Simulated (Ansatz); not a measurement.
# TlOsS2: the cost of one run

Computed with Ansatz 0.2.0 (DFT LDA+U (U_eff = 4 eV on Os d), plane waves, PAW, no spin–orbit coupling unless a run says so, unless a step's input says otherwise).

3 further runs of the same task are left out: 3 that didn't finish. Runs told in other sessions of the task aren't counted.

## 1. Starting point

The structure is trigonal, space group R-3m (No. 166). The conventional cell has a = 3.808 Å, b = 3.808 Å, c = 20.736 Å, α = 90.00°, β = 90.00°, γ = 120.00°. Tl (site symmetry -3m) has 6 S at 3.02 Å in its first shell of neighbours. Os (site symmetry -3m) is surrounded by 6 S at 2.60 Å. S (site symmetry 3m) has 3 Os at 2.60 Å and 3 Tl at 3.02 Å in its first shell of neighbours.

Coordinates:

```xyz
4
Lattice="1.9039 1.0992 6.9119 -1.9039 1.0992 6.9119 0.0000 -2.1984 6.9119" Properties=species:S:1:pos:R:3 pbc="T T T"
Tl    0.0000    0.0000   10.3678
Os    0.0000    0.0000    0.0000
S     0.0000    0.0000    5.5302
S     0.0000    0.0000   15.2054
```

## 2. Ferromagnetic start, free, symmetry kept, no search

input.yaml reads:

```yaml
crystal:
  lattice:
    - [1.90389124, 1.09921212, 6.91185171]
    - [-1.90389124, 1.09921212, 6.91185171]
    - [0.0, -2.19842424, 6.91185171]
  atoms:
    - { symbol: Tl, position: [0.5, 0.5, 0.5] }
    - { symbol: Os, position: [0.0, 0.0, 0.0], spin: 5.0 }
    - { symbol: S, position: [0.2667, 0.2667, 0.2667] }
    - { symbol: S, position: [0.7333, 0.7333, 0.7333] }
basis:
  ecutwfc: 420
  ecutrho_ratio: 4
kpoints:
  mp_grid: { grid: [6, 6, 6] }
hamiltonian:
  xc: lda
  hubbard: { sites: [{ site: 1, l: d, u_eff: 4.0 }] }
scf:
  occupations: { method: gaussian, width: 0.05 }
  lower_state_search: "off"
  max_iter: 150
output:
  forces: true
  stress: true
  eigenvalues: true
  populations: true
  hubbard: { sites: [{ site: 1, l: d }] }
magnetization:
  spin_polarized: true
```

Launch:

```bash
ansatz run input.yaml --threads 2 --pin off --max-ram 3072MiB --backend cpu --events-out ev --progress --plain --runs-dir out
```

Q: Estimate wall time and peak memory on 2 threads of Intel Xeon Platinum 8488C (Sapphire Rapids), shared host.

About 42 s, with a peak of 0.71 GiB.
